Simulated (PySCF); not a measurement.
# A gas-phase reaction: H2O2Zn + FH → FHOZn + H2O

Aim: the reaction energy of `[OH][Zn][OH]` + `F` → `[OH][Zn][F]` + `O`.

Computed with PySCF 2.14.0; each step states its level. No surroundings beyond the atoms listed, unless a continuum is named. Atoms count from 0, parts from 1.

## (1) The system as given

Each species was relaxed by itself at PBE0-D3(BJ)/def2-SVPD.

## (2) Energies of the species: wB97M-D3(BJ)/def2-TZVPD

What the job is given:

```
{"job": {"kind": "react", "xc": "wB97M-D3(BJ)", "basis": "def2-TZVPD"}, "charge": 0, "multiplicity": 1}
-1 H2O2Zn charge 0 multiplicity 1
O      0.788910    -0.201680     1.609080
Zn    -0.140980    -0.125170     0.099700
O     -1.251260    -0.207880    -1.282070
H      1.627810     0.262270     1.654690
H     -1.024480     0.272480    -2.081390

-1 FH charge 0 multiplicity 1
F      0.458270    -0.011630    -0.039250
H     -0.458270     0.011630     0.039250

+1 FHOZn charge 0 multiplicity 1
O     -0.386990    -0.361980    -1.100590
Zn     0.331290     0.322440     0.363270
F      1.117310     1.077050     1.731070
H     -1.061610    -1.037510    -0.993740

+1 H2O charge 0 multiplicity 1
O     -0.004210     0.389190     0.011940
H     -0.760730    -0.202850    -0.005920
H      0.764980    -0.186310    -0.006030
```

Method: wB97M-D3(BJ)/def2-TZVPD reaction energy of separated species, gas phase.

Command:

```
$ OMP_NUM_THREADS=1 python cluster_run.py task.json out
```

One launch serves the whole session: the jobs run in the order shown.

Output:

```text
species 1 (H2O2Zn)
coarse grid: 22744 points
cycle   1  E = -1930.9719307584  dE = -1.723e-01  |g| = 1.280e+00  |ddm| = 1.964e+00
cycle   2  E = -1930.7593139891  dE =  2.126e-01  |g| = 1.992e+00  |ddm| = 2.047e+00
cycle   3  E = -1931.2083408166  dE = -4.490e-01  |g| = 1.166e-01  |ddm| = 1.038e+00
cycle   4  E = -1931.2096812597  dE = -1.340e-03  |g| = 7.235e-02  |ddm| = 7.518e-02
cycle   5  E = -1931.2102532007  dE = -5.719e-04  |g| = 1.086e-02  |ddm| = 3.997e-02
cycle   6  E = -1931.2103035400  dE = -5.034e-05  |g| = 2.325e-03  |ddm| = 1.996e-02
cycle   7  E = -1931.2103081878  dE = -4.648e-06  |g| = 1.043e-03  |ddm| = 7.018e-03
final grid: 46200 points
cycle   8  E = -1931.2102084510  dE = -3.454e-07  |g| = 1.050e-03  |ddm| = 2.408e-03
cycle   9  E = -1931.2102083983  dE =  5.269e-08  |g| = 1.754e-03  |ddm| = 9.339e-04
cycle  10  E = -1931.2102085943  dE = -1.960e-07  |g| = 1.136e-04  |ddm| = 4.703e-04
cycle  11  E = -1931.2102086016  dE = -7.270e-09  |g| = 9.974e-05  |ddm| = 2.190e-04
cycle  12  E = -1931.2102086046  dE = -3.045e-09  |g| = 1.179e-05  |ddm| = 2.096e-04
cycle  13  E = -1931.2102086047  dE = -5.048e-11  |g| = 1.357e-06  |ddm| = 1.769e-05
converged SCF energy = -1931.2102086047

species 2 (FH)
coarse grid: 7776 points
cycle   1  E = -100.4688221462  dE = -9.408e-02  |g| = 4.644e-01  |ddm| = 6.197e-01
cycle   2  E = -100.4725030943  dE = -3.681e-03  |g| = 5.038e-01  |ddm| = 3.808e-01
cycle   3  E = -100.5053173379  dE = -3.281e-02  |g| = 2.574e-02  |ddm| = 1.678e-01
cycle   4  E = -100.5053933158  dE = -7.598e-05  |g| = 5.006e-03  |ddm| = 1.077e-02
cycle   5  E = -100.5053979569  dE = -4.641e-06  |g| = 4.334e-04  |ddm| = 3.766e-03
final grid: 16976 points
cycle   6  E = -100.5053933080  dE = -6.413e-08  |g| = 1.042e-04  |ddm| = 8.210e-04
cycle   7  E = -100.5053933115  dE = -3.455e-09  |g| = 7.778e-05  |ddm| = 2.168e-04
cycle   8  E = -100.5053933122  dE = -7.936e-10  |g| = 2.110e-05  |ddm| = 3.714e-05
converged SCF energy = -100.5053933122

species 3 (FHOZn)
coarse grid: 20392 points
cycle   1  E = -1955.0480266729  dE = -2.504e-01  |g| = 1.220e+00  |ddm| = 1.739e+00
cycle   2  E = -1954.8570108626  dE =  1.910e-01  |g| = 1.948e+00  |ddm| = 1.653e+00
cycle   3  E = -1955.2519408667  dE = -3.949e-01  |g| = 1.014e-01  |ddm| = 8.786e-01
cycle   4  E = -1955.2531561941  dE = -1.215e-03  |g| = 6.284e-02  |ddm| = 7.548e-02
cycle   5  E = -1955.2535667014  dE = -4.105e-04  |g| = 1.098e-02  |ddm| = 3.155e-02
cycle   6  E = -1955.2536147258  dE = -4.802e-05  |g| = 2.550e-03  |ddm| = 1.824e-02
cycle   7  E = -1955.2536192288  dE = -4.503e-06  |g| = 1.742e-03  |ddm| = 6.366e-03
final grid: 41224 points
cycle   8  E = -1955.2533883238  dE = -3.275e-07  |g| = 2.173e-03  |ddm| = 2.868e-03
cycle   9  E = -1955.2533879320  dE =  3.918e-07  |g| = 2.965e-03  |ddm| = 1.923e-03
cycle  10  E = -1955.2533890283  dE = -1.096e-06  |g| = 1.773e-04  |ddm| = 1.151e-03
cycle  11  E = -1955.2533890375  dE = -9.212e-09  |g| = 1.470e-04  |ddm| = 1.655e-04
cycle  12  E = -1955.2533890441  dE = -6.610e-09  |g| = 1.685e-05  |ddm| = 3.008e-04
cycle  13  E = -1955.2533890442  dE = -6.230e-11  |g| = 9.498e-06  |ddm| = 2.075e-05
converged SCF energy = -1955.2533890442

species 4 (H2O)
coarse grid: 10128 points
cycle   1  E = -76.4117502514  dE = -7.453e-02  |g| = 5.872e-01  |ddm| = 8.994e-01
cycle   2  E = -76.4087432513  dE =  3.007e-03  |g| = 6.461e-01  |ddm| = 5.038e-01
cycle   3  E = -76.4759337680  dE = -6.719e-02  |g| = 2.731e-02  |ddm| = 2.374e-01
cycle   4  E = -76.4760589705  dE = -1.252e-04  |g| = 5.497e-03  |ddm| = 1.609e-02
cycle   5  E = -76.4760676473  dE = -8.677e-06  |g| = 8.214e-04  |ddm| = 5.831e-03
final grid: 21952 points
cycle   6  E = -76.4760630303  dE = -1.976e-07  |g| = 5.844e-04  |ddm| = 1.373e-03
cycle   7  E = -76.4760630371  dE = -6.844e-09  |g| = 6.467e-04  |ddm| = 6.469e-04
cycle   8  E = -76.4760631008  dE = -6.366e-08  |g| = 3.200e-05  |ddm| = 2.236e-04
cycle   9  E = -76.4760631016  dE = -8.232e-10  |g| = 4.134e-06  |ddm| = 1.105e-04
converged SCF energy = -76.4760631016

Reaction energy = -8.514 kcal/mol
```

Run time: 23 s. Hardware: 1 thread of Arm Neoverse N1, shared host; peak memory 0.53 GiB.

Species by species (with the dispersion term, which the log's SCF energies lack):

| ν | species | energy (Eh) | HOMO (eV) |
| --- | --- | --- | --- |
| -1 | [OH][Zn][OH] | -1931.21282 | -10.75 |
| -1 | F | -100.50563 | -14.54 |
| +1 | [OH][Zn][F] | -1955.25521 | -11.41 |
| +1 | O | -76.47682 | -11.72 |

## (3) Energies of the species: PBE0-D3(BJ)/def2-TZVPD

The job, as its differences from that of step 2:

```diff
@@ -1,2 +1,2 @@
-{"job": {"kind": "react", "xc": "wB97M-D3(BJ)", "basis": "def2-TZVPD"}, "charge": 0, "multiplicity": 1}
+{"job": {"kind": "react", "xc": "PBE0", "basis": "def2-TZVPD", "disp": "d3bj"}, "charge": 0, "multiplicity": 1}
 -1 H2O2Zn charge 0 multiplicity 1
```

Method: PBE0-D3(BJ)/def2-TZVPD reaction energy of separated species, gas phase.

Output:

```text
species 1 (H2O2Zn)
coarse grid: 22744 points
cycle   1  E = -1930.4324151396  dE = -3.812e-02  |g| = 1.458e+00  |ddm| = 2.081e+00
cycle   2  E = -1929.2879464844  dE =  1.144e+00  |g| = 3.090e+00  |ddm| = 3.092e+00
cycle   3  E = -1930.7384231856  dE = -1.450e+00  |g| = 1.053e-01  |ddm| = 2.203e+00
cycle   4  E = -1930.7377941429  dE =  6.290e-04  |g| = 1.571e-01  |ddm| = 1.423e-01
cycle   5  E = -1930.7405322457  dE = -2.738e-03  |g| = 1.015e-02  |ddm| = 6.195e-02
cycle   6  E = -1930.7405478204  dE = -1.557e-05  |g| = 4.857e-03  |ddm| = 1.238e-02
cycle   7  E = -1930.7405506331  dE = -2.813e-06  |g| = 3.624e-04  |ddm| = 2.891e-03
final grid: 46200 points
cycle   8  E = -1930.7405249408  dE = -8.682e-08  |g| = 3.657e-04  |ddm| = 1.125e-03
cycle   9  E = -1930.7405249196  dE =  2.123e-08  |g| = 5.714e-04  |ddm| = 5.412e-04
cycle  10  E = -1930.7405249567  dE = -3.717e-08  |g| = 5.764e-05  |ddm| = 2.669e-04
cycle  11  E = -1930.7405249572  dE = -4.857e-10  |g| = 1.061e-05  |ddm| = 4.297e-05
converged SCF energy = -1930.7405249572

species 2 (FH)
coarse grid: 1712 points
cycle   1  E = -100.3540602445  dE = -3.605e-02  |g| = 4.957e-01  |ddm| = 6.253e-01
cycle   2  E = -100.3145431544  dE =  3.952e-02  |g| = 7.430e-01  |ddm| = 5.125e-01
cycle   3  E = -100.3937813972  dE = -7.924e-02  |g| = 2.284e-02  |ddm| = 2.892e-01
cycle   4  E = -100.3938569646  dE = -7.557e-05  |g| = 4.205e-03  |ddm| = 9.787e-03
cycle   5  E = -100.3938589482  dE = -1.984e-06  |g| = 3.554e-04  |ddm| = 1.247e-03
final grid: 16976 points
cycle   6  E = -100.3948394673  dE = -1.851e-05  |g| = 3.973e-03  |ddm| = 7.449e-03
cycle   7  E = -100.3948375683  dE =  1.899e-06  |g| = 5.462e-03  |ddm| = 3.333e-03
cycle   8  E = -100.3948416035  dE = -4.035e-06  |g| = 1.000e-04  |ddm| = 2.000e-03
cycle   9  E = -100.3948416048  dE = -1.298e-09  |g| = 1.786e-05  |ddm| = 3.950e-05
cycle  10  E = -100.3948416049  dE = -4.790e-11  |g| = 3.046e-06  |ddm| = 1.028e-05
converged SCF energy = -100.3948416049

species 3 (FHOZn)
coarse grid: 20392 points
cycle   1  E = -1954.5081369569  dE = -1.287e-01  |g| = 1.371e+00  |ddm| = 1.811e+00
cycle   2  E = -1953.5124674637  dE =  9.957e-01  |g| = 2.987e+00  |ddm| = 2.704e+00
cycle   3  E = -1954.7642481211  dE = -1.252e+00  |g| = 1.487e-01  |ddm| = 1.993e+00
cycle   4  E = -1954.7618730310  dE =  2.375e-03  |g| = 2.032e-01  |ddm| = 1.810e-01
cycle   5  E = -1954.7678159794  dE = -5.943e-03  |g| = 1.346e-02  |ddm| = 9.308e-02
cycle   6  E = -1954.7678325351  dE = -1.656e-05  |g| = 9.623e-03  |ddm| = 1.093e-02
cycle   7  E = -1954.7678459504  dE = -1.342e-05  |g| = 2.515e-03  |ddm| = 5.009e-03
cycle   8  E = -1954.7678466392  dE = -6.887e-07  |g| = 1.685e-04  |ddm| = 1.113e-03
final grid: 41224 points
cycle   9  E = -1954.7676834625  dE = -1.830e-07  |g| = 2.222e-04  |ddm| = 8.291e-04
cycle  10  E = -1954.7676834501  dE =  1.235e-08  |g| = 3.855e-04  |ddm| = 2.501e-04
cycle  11  E = -1954.7676834686  dE = -1.851e-08  |g| = 3.733e-05  |ddm| = 1.880e-04
cycle  12  E = -1954.7676834687  dE = -9.913e-11  |g| = 2.223e-05  |ddm| = 2.543e-05
converged SCF energy = -1954.7676834687

species 4 (H2O)
coarse grid: 2328 points
cycle   1  E = -76.3044310721  dE = -5.298e-03  |g| = 6.571e-01  |ddm| = 9.011e-01
cycle   2  E = -76.1882102009  dE =  1.162e-01  |g| = 1.036e+00  |ddm| = 7.256e-01
cycle   3  E = -76.3820320997  dE = -1.938e-01  |g| = 3.132e-02  |ddm| = 4.396e-01
cycle   4  E = -76.3822144049  dE = -1.823e-04  |g| = 5.864e-03  |ddm| = 1.606e-02
cycle   5  E = -76.3822195440  dE = -5.139e-06  |g| = 7.850e-04  |ddm| = 2.507e-03
final grid: 21952 points
cycle   6  E = -76.3808944680  dE = -1.509e-05  |g| = 3.442e-03  |ddm| = 9.291e-03
cycle   7  E = -76.3808925101  dE =  1.958e-06  |g| = 4.743e-03  |ddm| = 3.313e-03
cycle   8  E = -76.3808962122  dE = -3.702e-06  |g| = 2.520e-04  |ddm| = 1.961e-03
cycle   9  E = -76.3808962228  dE = -1.063e-08  |g| = 2.397e-05  |ddm| = 1.101e-04
cycle  10  E = -76.3808962229  dE = -1.114e-10  |g| = 3.290e-06  |ddm| = 1.512e-05
converged SCF energy = -76.3808962229

Reaction energy = -8.108 kcal/mol
```

Run time: 12 s. Hardware: 1 thread of Arm Neoverse N1, shared host; peak memory 0.51 GiB.

Reaction energy at this level: -8.11 kcal/mol.

## (4) Reaction energy: MP2/def2-TZVPD

The job, as its differences from that of step 3:

```diff
@@ -1,2 +1,2 @@
-{"job": {"kind": "react", "xc": "PBE0", "basis": "def2-TZVPD", "disp": "d3bj"}, "charge": 0, "multiplicity": 1}
+{"job": {"kind": "react", "xc": "MP2", "basis": "def2-TZVPD"}, "charge": 0, "multiplicity": 1}
 -1 H2O2Zn charge 0 multiplicity 1
```

Level: MP2/def2-TZVPD reaction energy of separated species, gas phase.

Output:

```text
species 1 (H2O2Zn)
final grid: 46200 points
cycle   1  E = -1928.6682588379  dE = -3.590e-01  |g| = 8.205e-01  |ddm| = 1.934e+00
cycle   2  E = -1928.7242974309  dE = -5.604e-02  |g| = 7.117e-01  |ddm| = 1.010e+00
cycle   3  E = -1928.7891776981  dE = -6.488e-02  |g| = 8.294e-02  |ddm| = 3.189e-01
cycle   4  E = -1928.7900045530  dE = -8.269e-04  |g| = 4.234e-02  |ddm| = 6.457e-02
cycle   5  E = -1928.7902852007  dE = -2.806e-04  |g| = 8.298e-03  |ddm| = 3.890e-02
cycle   6  E = -1928.7903186067  dE = -3.341e-05  |g| = 2.363e-03  |ddm| = 1.512e-02
cycle   7  E = -1928.7903232654  dE = -4.659e-06  |g| = 6.389e-04  |ddm| = 5.963e-03
cycle   8  E = -1928.7903235585  dE = -2.931e-07  |g| = 1.432e-04  |ddm| = 1.201e-03
cycle   9  E = -1928.7903235731  dE = -1.458e-08  |g| = 4.171e-05  |ddm| = 2.743e-04
cycle  10  E = -1928.7903235745  dE = -1.321e-09  |g| = 1.056e-05  |ddm| = 1.257e-04
cycle  11  E = -1928.7903235745  dE = -8.322e-11  |g| = 2.086e-06  |ddm| = 4.191e-05
converged SCF energy = -1928.7903235745

species 2 (FH)
final grid: 16976 points
cycle   1  E = -100.0371199155  dE = -1.649e-01  |g| = 4.007e-01  |ddm| = 6.032e-01
cycle   2  E = -100.0578876293  dE = -2.077e-02  |g| = 2.336e-01  |ddm| = 2.533e-01
cycle   3  E = -100.0646340436  dE = -6.746e-03  |g| = 2.356e-02  |ddm| = 8.091e-02
cycle   4  E = -100.0647514730  dE = -1.174e-04  |g| = 6.199e-03  |ddm| = 1.253e-02
cycle   5  E = -100.0647671851  dE = -1.571e-05  |g| = 1.459e-03  |ddm| = 5.121e-03
cycle   6  E = -100.0647684581  dE = -1.273e-06  |g| = 2.290e-04  |ddm| = 1.848e-03
cycle   7  E = -100.0647684925  dE = -3.438e-08  |g| = 1.958e-05  |ddm| = 4.211e-04
cycle   8  E = -100.0647684927  dE = -1.848e-10  |g| = 2.360e-06  |ddm| = 2.495e-05
converged SCF energy = -100.0647684927

species 3 (FHOZn)
final grid: 41224 points
cycle   1  E = -1952.7008818514  dE = -4.459e-01  |g| = 8.040e-01  |ddm| = 1.717e+00
cycle   2  E = -1952.7528285741  dE = -5.195e-02  |g| = 7.099e-01  |ddm| = 7.528e-01
cycle   3  E = -1952.8108721511  dE = -5.804e-02  |g| = 8.004e-02  |ddm| = 2.770e-01
cycle   4  E = -1952.8116154764  dE = -7.433e-04  |g| = 3.935e-02  |ddm| = 5.363e-02
cycle   5  E = -1952.8118545744  dE = -2.391e-04  |g| = 8.111e-03  |ddm| = 3.368e-02
cycle   6  E = -1952.8118843249  dE = -2.975e-05  |g| = 2.516e-03  |ddm| = 1.398e-02
cycle   7  E = -1952.8118888125  dE = -4.488e-06  |g| = 1.116e-03  |ddm| = 5.300e-03
cycle   8  E = -1952.8118893550  dE = -5.425e-07  |g| = 3.943e-04  |ddm| = 1.424e-03
cycle   9  E = -1952.8118894303  dE = -7.531e-08  |g| = 7.887e-05  |ddm| = 5.129e-04
cycle  10  E = -1952.8118894356  dE = -5.346e-09  |g| = 2.592e-05  |ddm| = 1.847e-04
cycle  11  E = -1952.8118894361  dE = -5.048e-10  |g| = 8.694e-06  |ddm| = 6.183e-05
converged SCF energy = -1952.8118894361

species 4 (H2O)
final grid: 21952 points
cycle   1  E = -76.0248949051  dE = -1.467e-01  |g| = 4.364e-01  |ddm| = 8.776e-01
cycle   2  E = -76.0503809162  dE = -2.549e-02  |g| = 2.594e-01  |ddm| = 2.972e-01
cycle   3  E = -76.0608898670  dE = -1.051e-02  |g| = 2.594e-02  |ddm| = 1.025e-01
cycle   4  E = -76.0610472247  dE = -1.574e-04  |g| = 5.694e-03  |ddm| = 1.523e-02
cycle   5  E = -76.0610615919  dE = -1.437e-05  |g| = 1.176e-03  |ddm| = 5.302e-03
cycle   6  E = -76.0610624816  dE = -8.897e-07  |g| = 2.235e-04  |ddm| = 1.658e-03
cycle   7  E = -76.0610625183  dE = -3.670e-08  |g| = 3.304e-05  |ddm| = 3.733e-04
cycle   8  E = -76.0610625190  dE = -6.656e-10  |g| = 4.159e-06  |ddm| = 3.886e-05
converged SCF energy = -76.0610625190

Reaction energy = -6.666 kcal/mol
```

It took 6.5 s on 1 thread of Arm Neoverse N1, shared host; peak memory 0.47 GiB.

Reaction energy at this level: -6.67 kcal/mol.

## (5) Side by side

Energies in kcal/mol, with wall time:

| run | reaction | time |
| --- | --- | --- |
| wB97M-D3(BJ)/def2-TZVPD | -8.51 | 23 s |
| PBE0-D3(BJ)/def2-TZVPD | -8.11 | 12 s |
| MP2/def2-TZVPD | -6.67 | 6.5 s |

## (6) Summary of results

| quantity | value |
| --- | --- |
| reaction energy (wB97M-D3(BJ)/def2-TZVPD) | -8.51 kcal/mol |
| ΔH, ΔG at 298 K (xTB thermal terms) | -7.8, -8.5 kcal/mol |
| range of the reaction energy over the runs of this table | -8.51 to -6.67 kcal/mol |

**Reading.** The reaction is exothermic by 7.8 kcal/mol in the gas phase; dispersion gives +0.18, and xTB itself gave -21.69 for the electronic energy (xTB energies and thermal terms come from the earlier relaxation of each species, not shown). No barrier was sought. xTB and this level differ widely in the electronic energy, so what comes from xTB (the thermal terms above all) is less safe here. The reaction energy runs from -8.51 (wB97M-D3(BJ)/def2-TZVPD) to -6.67 kcal/mol (MP2/def2-TZVPD).
